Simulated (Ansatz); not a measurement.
# Bis(tert-butylamino)silane (BTBAS) (C8H22N2Si): a ladder of functionals and wavefunction methods

An exercise on one series of results from a longer session: the logs are not shown, and one member is left open.

Program: Ansatz 0.2.0, Gaussian basis. Level of theory: functionals in def2-TZVPP, the program's frozen cores in correlated methods. These are calculated values, not measurements.

Plan: LDA (SPW92), PBE-D4, revPBE-D4, BLYP-D4, r2SCAN-D4, B97M-V, PBE0-D4, B3LYP-D4, r2SCANh-D4, r2SCAN0-D4, HSE06-D4, BHLYP-D4, CAM-B3LYP-D4, LC-ωPBE, ωB97X-V, ωB97M-V, B2PLYP, PBE-QIDH; CCSD(T)/def2-SVP; CCSD(T)/def2-TZVPP; MP2/def2-QZVPP; extrapolation to the limit; RPA on PBE.

## The geometry

The geometry comes from an earlier relaxation with PBE0-D4 in a triple-zeta def2 set; it is a stationary point, not always the lowest conformer.

SMILES `CC(C)(C)N[SiH2]NC(C)(C)C`, 33 atoms, charge 0, spin multiplicity 1.

Atoms are counted from 1 here; the program's logs count them from 0.

Bond lengths: C1–C2 1.530 Å, C1–H12 1.094 Å, C1–H13 1.093 Å, C1–H14 1.093 Å, C2–C3 1.524 Å, C2–C4 1.525 Å, C2–N5 1.462 Å, C3–H15 1.092 Å, C3–H16 1.092 Å, C3–H17 1.092 Å, C4–H18 1.093 Å, C4–H19 1.092 Å, C4–H20 1.095 Å, N5–Si6 1.721 Å, N5–H21 1.012 Å, Si6–N7 1.720 Å, Si6–H22 1.493 Å, Si6–H23 1.492 Å and more. Angles: C2–C1–H12 111.4°, C2–C1–H13 110.6°, C2–C1–H14 110.6°, H12–C1–H13 108.1°, H12–C1–H14 108.2°, H13–C1–H14 107.9°, C1–C2–C3 109.6°, C1–C2–C4 109.4°, C1–C2–N5 111.1°, C3–C2–C4 109.1°, C3–C2–N5 110.0°, C4–C2–N5 107.7°, C2–C3–H15 110.6°, C2–C3–H16 110.0°, C2–C3–H17 111.7°, H15–C3–H16 108.6°, H15–C3–H17 108.1°, H16–C3–H17 107.8° and more.

Coordinates:

```xyz
33
C8H22N2Si
C    -3.0044   -1.4020   -1.3359
C    -2.6765   -0.0292   -0.7449
C    -3.2966    0.0909    0.6416
C    -3.2499    1.0609   -1.6443
N    -1.2309    0.1767   -0.6647
Si   -0.0823   -0.5218    0.4093
N     1.3279    0.4264    0.1415
C     2.6997    0.2070    0.5971
C     3.1027   -1.2419    0.3549
C     3.6109    1.1217   -0.2150
C     2.8424    0.5364    2.0846
H    -4.0843   -1.5524   -1.4213
H    -2.5671   -1.5054   -2.3326
H    -2.5980   -2.1984   -0.7072
H    -3.0379    1.0493    1.0965
H    -4.3844    0.0206    0.5715
H    -2.9527   -0.7034    1.3071
H    -4.3321    0.9536   -1.7488
H    -3.0347    2.0482   -1.2302
H    -2.8109    1.0068   -2.6455
H    -0.8379    0.3528   -1.5806
H    -0.6602   -0.4787    1.7849
H     0.2740   -1.9497    0.1607
H     1.1169    1.4148    0.0864
H     2.5098   -1.9316    0.9592
H     2.9667   -1.5091   -0.6951
H     4.1530   -1.3859    0.6179
H     3.5311    0.8907   -1.2793
H     4.6537    1.0084    0.0908
H     3.3331    2.1706   -0.0713
H     2.1919   -0.1052    2.6844
H     3.8713    0.3962    2.4277
H     2.5591    1.5749    2.2767
```

The first run:

in.yaml

```yaml
crystal:
  periodic: [false, false, false]
  atoms:
    - {symbol: C, position_ang: [-3.004428, -1.402006, -1.335885]}
    - {symbol: C, position_ang: [-2.676505, -0.029231, -0.744870]}
    - {symbol: C, position_ang: [-3.296630, 0.090876, 0.641566]}
    - {symbol: C, position_ang: [-3.249916, 1.060887, -1.644252]}
    - {symbol: N, position_ang: [-1.230891, 0.176684, -0.664697]}
    - {symbol: Si, position_ang: [-0.082336, -0.521840, 0.409309]}
    - {symbol: N, position_ang: [1.327942, 0.426436, 0.141518]}
    - {symbol: C, position_ang: [2.699734, 0.207031, 0.597137]}
    - {symbol: C, position_ang: [3.102750, -1.241914, 0.354923]}
    - {symbol: C, position_ang: [3.610934, 1.121722, -0.214986]}
    - {symbol: C, position_ang: [2.842386, 0.536408, 2.084575]}
    - {symbol: H, position_ang: [-4.084323, -1.552368, -1.421286]}
    - {symbol: H, position_ang: [-2.567074, -1.505362, -2.332644]}
    - {symbol: H, position_ang: [-2.597990, -2.198402, -0.707187]}
    - {symbol: H, position_ang: [-3.037884, 1.049335, 1.096524]}
    - {symbol: H, position_ang: [-4.384411, 0.020555, 0.571458]}
    - {symbol: H, position_ang: [-2.952750, -0.703431, 1.307077]}
    - {symbol: H, position_ang: [-4.332122, 0.953601, -1.748845]}
    - {symbol: H, position_ang: [-3.034654, 2.048210, -1.230192]}
    - {symbol: H, position_ang: [-2.810911, 1.006775, -2.645459]}
    - {symbol: H, position_ang: [-0.837856, 0.352821, -1.580564]}
    - {symbol: H, position_ang: [-0.660227, -0.478734, 1.784876]}
    - {symbol: H, position_ang: [0.274047, -1.949672, 0.160744]}
    - {symbol: H, position_ang: [1.116948, 1.414782, 0.086396]}
    - {symbol: H, position_ang: [2.509753, -1.931627, 0.959210]}
    - {symbol: H, position_ang: [2.966657, -1.509110, -0.695133]}
    - {symbol: H, position_ang: [4.153049, -1.385933, 0.617928]}
    - {symbol: H, position_ang: [3.531118, 0.890742, -1.279313]}
    - {symbol: H, position_ang: [4.653747, 1.008427, 0.090765]}
    - {symbol: H, position_ang: [3.333142, 2.170606, -0.071301]}
    - {symbol: H, position_ang: [2.191935, -0.105189, 2.684414]}
    - {symbol: H, position_ang: [3.871314, 0.396221, 2.427661]}
    - {symbol: H, position_ang: [2.559148, 1.574898, 2.276735]}
basis:
  gaussian: {orbitals: def2-TZVPP}
hamiltonian: {xc: lda}
output: {orbitals: {seedname: orbitals}}
```

Run with:

```bash
> ansatz run in.yaml --threads 11 --pin off --events-out ev --progress --plain --max-ram 110592MiB --backend cuda --devices 0, --max-vram 75GiB
```

Among the steps run: LDA; PBE-D4 (GGA); revPBE-D4 (GGA); BLYP-D4 (GGA); r2SCAN-D4 (meta-GGA); B97M-V (meta-GGA); PBE0-D4 (hybrid); B3LYP-D4 (hybrid); r2SCANh-D4 (hybrid); r2SCAN0-D4 (hybrid); HSE06-D4 (hybrid); BHLYP-D4 (hybrid); CAM-B3LYP-D4 (range-separated); LC-ωPBE (range-separated); ωB97X-V (range-separated); ωB97M-V (range-separated); B2PLYP (double hybrid); PBE-QIDH (double hybrid).

One table of the session follows, with a row left open; its other results are not shown here.

It belongs to the step «Frontier levels by functional». 

| functional | HOMO (eV) | LUMO (eV) | gap (eV) |
| --- | --- | --- | --- |
| LDA (SPW92) | -5.44 | -0.38 | 5.06 |
| PBE-D4 | -5.28 | -0.07 | 5.21 |
| revPBE-D4 | -5.21 | 0.09 | 5.30 |
| BLYP-D4 | -5.15 | 0.02 | 5.17 |
| r2SCAN-D4 | ? | ? | ? |
| B97M-V | -5.74 | -0.01 | 5.73 |
| PBE0-D4 | -6.62 | 0.76 | 7.39 |
| B3LYP-D4 | -6.39 | 0.51 | 6.90 |
| r2SCANh-D4 | -6.05 | 0.65 | 6.70 |
| r2SCAN0-D4 | -6.81 | 1.05 | 7.86 |
| HSE06-D4 | -6.22 | 0.39 | 6.61 |
| BHLYP-D4 | -7.91 | 1.51 | 9.41 |
| CAM-B3LYP-D4 | -8.02 | 1.64 | 9.66 |
| LC-ωPBE | -9.36 | 2.89 | 12.25 |
| ωB97X-V | -9.05 | 2.65 | 11.70 |
| ωB97M-V | -8.97 | 2.26 | 11.23 |

Estimate the missing values for r2SCAN-D4.

Worked estimate for «HOMO (eV)». Against the share of exact exchange, r2SCANh-D4 (0.1, -6.05), r2SCAN0-D4 (0.25, -6.81) give a slope of -5.07 per unit share; at 0 the line stands at -5.54.

The run gave: HOMO (eV): -5.54; LUMO (eV): 0.38; gap (eV): 5.92. In «HOMO (eV)» the line misses by 0.00.
